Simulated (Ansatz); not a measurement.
# GeSe (Germanium monoselenide) at CAM-B3LYP/aug-cc-pVTZ

Aim: the vertical ionisation energy of GeSe (Germanium monoselenide) at CAM-B3LYP/aug-cc-pVTZ, from 2 runs. 

Program for the calculation: Ansatz 0.2.0.

30 further runs of the same task are left out: 30 set aside as unsound or not needed.

## (1) The structure to begin with

GeSe has 2 atoms, charge 0, and is taken as a singlet. SMILES: `[Ge-]#[Se+]`. Geometry: the measured bond length.

Bond lengths: Ge1–Se2 2.135 Å.

## (2) The energy at CAM-B3LYP/aug-cc-pVTZ

The input, job.yaml:

```yaml
crystal:
  periodic: [false, false, false]
  atoms:
    - symbol: Ge
      position_ang: [0.000000, 0.000000, 0.000000]
    - symbol: Se
      position_ang: [0.000000, 0.000000, 2.134629]
basis:
  gaussian:
    orbitals: aug-cc-pVTZ
magnetization:
  spin_polarized: false
hamiltonian:
  xc: {name: CAM-B3LYP}
accuracy: high
output:
  orbitals: {seedname: orbitals}
```

Command:

```bash
ansatz run job.yaml --threads 1 --pin off --max-ram 3480MiB --events-out events.jsonl --progress --plain --runs-dir runs
```

Standard output:

```text
Warning: RAYON_NUM_THREADS=1 ignored (pool sized by the plan → 1); use --threads N
Functional definition: CAM-B3LYP
  name "CAM-B3LYP"
  parameter alpha = 0.19
  parameter beta = 0.46
  parameter omega = 0.33/bohr
  parameter ac = 0.81
  exchange = (1 - alpha - beta)*b88_x + beta*b88_x_sr(omega) + alpha*exact_x + beta*exact_x_lr(omega)
  correlation = (1 - ac)*vwn5_c + ac*lyp_c
1490 factors; integrals over basis functions are off by at most 4.0e-9 eV
454 factors; integrals over basis functions are off by at most 1.7e-9 eV
mean field evaluation 1: about -121876.2191 eV, gradient 2.1e1 eV
mean field evaluation 2: about -121873.2602 eV, gradient 3.8e1 eV
mean field evaluation 4: about -121877.5810 eV, gradient 5.6e-1 eV
mean field evaluation 8: about -121877.6224 eV, gradient 3.9e-2 eV
mean field evaluation 16: about -121877.6224 eV, gradient 1.5e-5 eV
mean field -121877.62238426 eV, -4478.9200110019 hartree, gradient 5.3e-8 eV, S^2 0.000000; 0 other end points of the search recorded, 0 dependent functions left out
reference -121877.62239764 eV, -4478.9200114938 hartree; 33, 33 occupied and 85, 85 virtual orbitals, 1490 factors
Total energy: -121877.62239764 eV, -4478.9200114938 hartree
```

Wall time 12 s (1 thread of Arm Neoverse V2, shared host); peak memory 0.42 GiB.

## (3) The doublet cation at the same level

The input, run.yaml:

```yaml
crystal:
  periodic: [false, false, false]
  atoms:
    - symbol: Ge
      position_ang: [0.000000, 0.000000, 0.000000]
    - symbol: Se
      position_ang: [0.000000, 0.000000, 2.134629]
basis:
  gaussian: {orbitals: aug-cc-pVTZ}
total_charge: 1
magnetization: {spin_polarized: true, initial_magnetization: 1}
hamiltonian: {xc: {name: CAM-B3LYP}}
accuracy: high
output: {orbitals: {seedname: orbitals}}
```

Command:

```bash
ansatz run run.yaml --threads 1 --pin off --max-ram 3480MiB --events-out events.jsonl --progress --plain --runs-dir runs
```

Standard output, shortened:

```text
Warning: RAYON_NUM_THREADS=1 ignored (pool sized by the plan → 1); use --threads N
Functional definition: CAM-B3LYP
  name "CAM-B3LYP"
[...]
1490 factors; integrals over basis functions are off by at most 4.0e-9 eV
454 factors; integrals over basis functions are off by at most 1.7e-9 eV
[...]
mean field -121867.88219888 eV, -4478.5620657915 hartree, gradient 1.3e-8 eV, S^2 0.753521; 3 other end points of the search recorded, 0 dependent functions left out
reference -121867.88221303 eV, -4478.5620663116 hartree; 33, 32 occupied and 85, 86 virtual orbitals, 1490 factors
Total energy: -121867.88221303 eV, -4478.5620663116 hartree
```

Run time: 71 s. Hardware: 1 thread of Arm Neoverse V2, shared host; peak memory 0.68 GiB.

## (4) Outcome

Level: CAM-B3LYP/aug-cc-pVTZ.

| quantity | value |
| --- | --- |
| singlet GeSe: total energy | -4478.92001 Eh |
| singlet GeSe: HOMO energy | -8.78 eV |
| singlet GeSe: LUMO energy | -1.54 eV |
| singlet GeSe: HOMO–LUMO gap | 7.24 eV |
| doublet cation: total energy | -4478.56207 Eh |
| doublet cation: HOMO energy (highest over α and β) | -15.46 eV |
| doublet cation: LUMO energy (lowest over α and β) | -10.80 eV |
| doublet cation: ⟨S²⟩ | 0.754 |
| vertical ionisation energy (to the doublet cation) | 9.740 eV |

In words: Removing an electron at fixed nuclei costs 9.74 eV (940 kJ/mol). The negative HOMO energy of the first species, 8.78 eV, lies 0.96 eV below that difference.
